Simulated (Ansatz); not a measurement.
**C₃H₃ClFGaO₂: ionisation energy by level of theory**

The task here is to estimate one member of a computed series from the others.

Program: Ansatz 0.2.0, Gaussian basis. Level of theory: unrestricted cation, the program's frozen cores in correlated methods. These are calculated values, not measurements.

The runs, in order: UKS PBE-D4/def2-TZVPP; UKS r2SCAN-D4/def2-TZVPP; UKS PBE0-D4/def2-TZVPP; UKS B3LYP-D4/def2-TZVPP; UKS wB97X-V/def2-TZVPP; UKS wB97M-V/def2-TZVPP; UKS B2PLYP/def2-TZVPP; UHF-CCSD(T)/def2-TZVPP; UHF-MP2/def2-QZVPP; extrapolation to the limit; then −ε(HOMO) from the neutral's earlier runs with LDA (SPW92), PBE-D4, revPBE-D4, BLYP-D4, r2SCAN-D4, B97M-V, PBE0-D4, B3LYP-D4, r2SCANh-D4, r2SCAN0-D4, HSE06-D4, BHLYP-D4, CAM-B3LYP-D4, LC-ωPBE, ωB97X-V, ωB97M-V.

## The relaxed structure

All runs share one geometry, relaxed beforehand with PBE0-D4 in a triple-zeta def2 set.

11 atoms, charge 0, spin multiplicity 1.

Atoms are counted from 1 here; the program's logs count them from 0.

Bond lengths: F1–Ga2 1.746 Å, Ga2–Cl3 2.125 Å, Ga2–O4 1.903 Å, Ga2–O8 1.903 Å, O4–C5 1.268 Å, C5–C6 1.389 Å, C5–H9 1.094 Å, C6–C7 1.389 Å, C6–H10 1.081 Å, C7–O8 1.268 Å, C7–H11 1.094 Å. Angles: F1–Ga2–Cl3 120.1°, F1–Ga2–O4 107.5°, F1–Ga2–O8 107.5°, Cl3–Ga2–O4 111.3°, Cl3–Ga2–O8 111.3°, O4–Ga2–O8 96.4°, Ga2–O4–C5 122.9°, O4–C5–C6 127.1°, O4–C5–H9 114.8°, C6–C5–H9 118.1°, C5–C6–C7 123.5°, C5–C6–H10 118.2°, C7–C6–H10 118.2°, C6–C7–O8 127.1°, C6–C7–H11 118.1°, O8–C7–H11 114.8°, Ga2–O8–C7 122.9°.

Geometry (Å):

```xyz
11
charge 0, multiplicity 1
F    -1.4369   -2.6097   -0.1940
Ga   -0.7421   -1.2307   -1.0097
Cl   -0.8258   -1.0926   -3.1287
O    -1.4437    0.3348   -0.1856
C    -0.7450    1.1015    0.5433
C     0.6024    0.9661    0.8513
C     1.3961   -0.0725    0.3822
O     1.0395   -1.0268   -0.3725
H    -1.2856    1.9558    0.9621
H     1.0578    1.7088    1.4909
H     2.4487   -0.0917    0.6811
```

The first run:

in.yaml reads:

```yaml
crystal:
  periodic: [false, false, false]
  atoms:
    - {symbol: F, position_ang: [-1.436948, -2.609735, -0.193978]}
    - {symbol: Ga, position_ang: [-0.742102, -1.230697, -1.009675]}
    - {symbol: Cl, position_ang: [-0.825829, -1.092643, -3.128696]}
    - {symbol: O, position_ang: [-1.443665, 0.334754, -0.185634]}
    - {symbol: C, position_ang: [-0.745012, 1.101508, 0.543269]}
    - {symbol: C, position_ang: [0.602394, 0.966055, 0.851318]}
    - {symbol: C, position_ang: [1.396145, -0.072490, 0.382180]}
    - {symbol: O, position_ang: [1.039508, -1.026797, -0.372451]}
    - {symbol: H, position_ang: [-1.285647, 1.955808, 0.962127]}
    - {symbol: H, position_ang: [1.057770, 1.708830, 1.490866]}
    - {symbol: H, position_ang: [2.448687, -0.091694, 0.681072]}
basis:
  gaussian: {orbitals: def2-TZVPP}
total_charge: 1
magnetization: {spin_polarized: true, initial_magnetization: 1}
hamiltonian: {xc: pbe, dispersion: d4}
```

On the command line:

```sh
> ansatz run in.yaml --threads 2 --pin off --events-out ev --progress --plain --max-ram 32768MiB --backend cuda --devices 0, --max-vram 18GiB
```

Steps of the session up to this table: Cation, UKS PBE-D4/def2-TZVPP; Cation, UKS r2SCAN-D4/def2-TZVPP; Cation, UKS PBE0-D4/def2-TZVPP; Cation, UKS B3LYP-D4/def2-TZVPP; Cation, UKS wB97X-V/def2-TZVPP; Cation, UKS wB97M-V/def2-TZVPP; Cation, UKS B2PLYP (frozen core)/def2-TZVPP; Cation, UHF-CCSD(T)/def2-TZVPP; Cation, UHF-MP2/def2-QZVPP.

One of the session's tables, all rows but one given; the rest of the session is left out.

For comparison, −ε(HOMO) of the neutral from earlier runs:

| functional | −ε(HOMO) (eV) |
| --- | --- |
| LDA (SPW92) | 7.36 |
| PBE-D4 | 7.13 |
| revPBE-D4 | 7.05 |
| BLYP-D4 | 6.98 |
| r2SCAN-D4 | 7.38 |
| B97M-V | 7.36 |
| PBE0-D4 | 8.26 |
| B3LYP-D4 | ? |
| r2SCANh-D4 | 7.80 |
| r2SCAN0-D4 | 8.44 |
| HSE06-D4 | 7.86 |
| BHLYP-D4 | 9.26 |
| CAM-B3LYP-D4 | 9.52 |
| LC-ωPBE | 10.78 |
| ωB97X-V | 10.44 |
| ωB97M-V | 10.36 |

Q: Estimate the row for B3LYP-D4 from the others.

Worked estimate for «−ε(HOMO) (eV)». Against the share of exact exchange, BLYP-D4 (0, 6.98), BHLYP-D4 (0.5, 9.26) give a slope of 4.56 per unit share; at 0.2 the line stands at 7.89.

As computed: −ε(HOMO) (eV): 8.05. In «−ε(HOMO) (eV)» the line misses by -0.16.
